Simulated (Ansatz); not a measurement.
**H₂Br+ (singlet): the correlation ladder at distance Br1–H2 = 1.282 Å, 6-31G**

One table from this session's results is given with a row withheld; the runs are named, their logs left out.

Program: Ansatz 0.2.0, Gaussian basis. Level of theory: 6-31G, core rule «outside noble gas», up to 14 orbitals frozen. These are calculated values, not measurements.

The runs, in order: UHF; CCSD(T) on RHF; BCCD(T) on RHF; CISD; CCSDT(Q) on RHF; CCSDTQ on RHF; CASSCF and MRCISD+Q, 2 electrons in 2 orbitals; CASSCF and NEVPT2, 2 electrons in 2 orbitals; CASSCF and MRCISD+Q, 8 electrons in 6 orbitals; CASSCF and NEVPT2, 8 electrons in 6 orbitals; Full CI.

24 further runs of the same task are left out: 21 that didn't finish, 3 set aside as unsound or not needed. Runs told in other sessions of the task aren't counted.

### The geometry

The geometry derives from a PBE0/def2-TZVP stationary point (not a proven minimum). One bond is set to the value named and the two fragments are kept rigid. No spin-orbit coupling is included. The filled d shell of Br may be among the frozen orbitals whatever the setting's name suggests.

3 atoms, charge 1, spin multiplicity 1.

Atoms are counted from 1 here; the program's logs count them from 0.

Bond lengths: Br1–H2 1.282 Å, Br1–H3 1.447 Å. Angles: H2–Br1–H3 92.5°.

Geometry (Å):

```xyz
3
BrH2
Br    0.00000   -0.02321   -0.00147
H     0.00000    0.86294   -0.92790
H     0.00000    0.97716    1.04438
```

The first run:

in.yaml reads:

```yaml
crystal:
  periodic: [false, false, false]
  atoms:
    - {symbol: Br, position_ang: [0.000000, -0.023212, -0.001469]}
    - {symbol: H, position_ang: [0.000000, 0.862936, -0.927896]}
    - {symbol: H, position_ang: [0.000000, 0.977163, 1.044378]}
basis:
  gaussian: {orbitals: 6-31G}
total_charge: 1
magnetization: {spin_polarized: true, initial_magnetization: 0}
hamiltonian: {xc: hf}
output: {orbitals: {seedname: orbitals}}
```

The run is started by

```
> ansatz run in.yaml --threads 1 --pin off --events-out ev --progress --plain --max-ram 2393MiB
```

Steps of the session up to this table: UHF; CCSD(T) on RHF; BCCD(T) on RHF; CISD; CCSDT(Q) on RHF; CCSDTQ on RHF; CASSCF and MRCISD+Q, 2 electrons in 2 orbitals; CASSCF and NEVPT2, 2 electrons in 2 orbitals; CASSCF and MRCISD+Q, 8 electrons in 6 orbitals; CASSCF and NEVPT2, 8 electrons in 6 orbitals; Full CI.

One table of the session follows, with a row left open; its other results are not shown here.

```
          method  from FCI (kcal/mol)
             RHF               +42.13
            RMP2                +9.10
            CISD                +1.31
           RCCSD                +0.42
        RCCSD(T)                +0.07
         BCCD(T)                +0.07
          RCCSDT                 0.00
       RCCSDT(Q)                 0.00
         RCCSDTQ                 0.00
     CASSCF pair               +30.05
     NEVPT2 pair                +5.80
     MRCISD pair                +0.68
   MRCISD+Q pair                    ?
  CASSCF valence               +18.40
  NEVPT2 valence                +3.76
  MRCISD valence                +0.36
MRCISD+Q valence                +0.15
             FCI                    0
```

**Question.** Estimate the row for MRCISD+Q pair.

**Answer.** from FCI (kcal/mol): +0.01. In the column «from FCI (kcal/mol)» it lies between FCI (0) and RCCSD(T) (+0.07).
